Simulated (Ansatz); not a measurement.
Run this with Ansatz's Python interface and show what comes out.

`ch3brfsi_tae.py`:
```python
from collections import Counter

import ansatz


def energy(molecule, charge=0, unpaired=0):
    calc = molecule.calculation().basis(gaussian='def2-SVP').functional('b3lyp')
    if charge:
        calc = calc.charge(charge)
    if unpaired:
        calc = calc.spin('collinear', total=unpaired)
    return calc.run(threads=1, pin='off').report['free_energy_ev']

system = (
    ansatz.Crystal.molecule()
    .atom('C', (0.0747, 0.7694, -0.1742))
    .atom('Si', (0.3838, -0.997, -0.2128))
    .atom('F', (1.1738, -1.3635, 1.1026))
    .atom('Br', (-1.4524, -2.1003, -0.2052))
    .atom('H', (-0.5462, 1.1123, -1.0838))
    .atom('H', (-0.5503, 1.1097, 0.7001))
    .atom('H', (0.9779, 1.4014, -0.1724))
)

unpaired = {'C': 2, 'Si': 2, 'F': 1, 'Br': 1, 'H': 1}
counts = Counter(site.symbol for site in system.cartesian_sites)
atom_energy = {s: energy(ansatz.Crystal.molecule().atom(s, (0, 0, 0)), 0, unpaired[s]) for s in counts}
whole = energy(system, 0, 1)
for s, e in atom_energy.items():
    print(f'{s:2s} x{counts[s]}  {e:14.5f} eV')
print(f'CH3BrFSi: {whole:.5f} eV')
split = sum(counts[s] * e for s, e in atom_energy.items()) - whole
print(f'atomisation energy (no zero-point term): {23.060548 * split:.1f} kcal/mol, {split / sum(counts.values()):.3f} eV an atom')
```

Running `python ch3brfsi_tae.py` prints:
```text
C  x1     -1028.97301 eV
Si x1     -7872.08217 eV
F  x1     -2711.35544 eV
Br x1    -70037.38801 eV
H  x3       -13.63995 eV
CH3BrFSi: -81715.62702 eV
atomisation energy (no zero-point term): 574.4 kcal/mol, 3.558 eV an atom
```

574.4 kcal/mol from the electronic energies, without the zero-point term.

Notes:
- Total energies depend on the basis set; only differences at equal settings carry meaning.
- The geometry is a force-field or estimated start, not a minimum of this method, and the basis set is short of its limit. All parts are taken at fixed geometry, without zero-point energy.
- The run takes the species as open-shell (spin multiplicity 2), which needn't be its ground state.
- b3lyp holds the VWN-RPA fit, as in Gaussian; the form of ORCA and Turbomole is b3lyp5.
- The spin-orbit lowering of heavy atoms is left out.
- Run time: 7.4 s on 1 thread of Arm Neoverse V1 (shared host), peak memory 0.33 GiB.
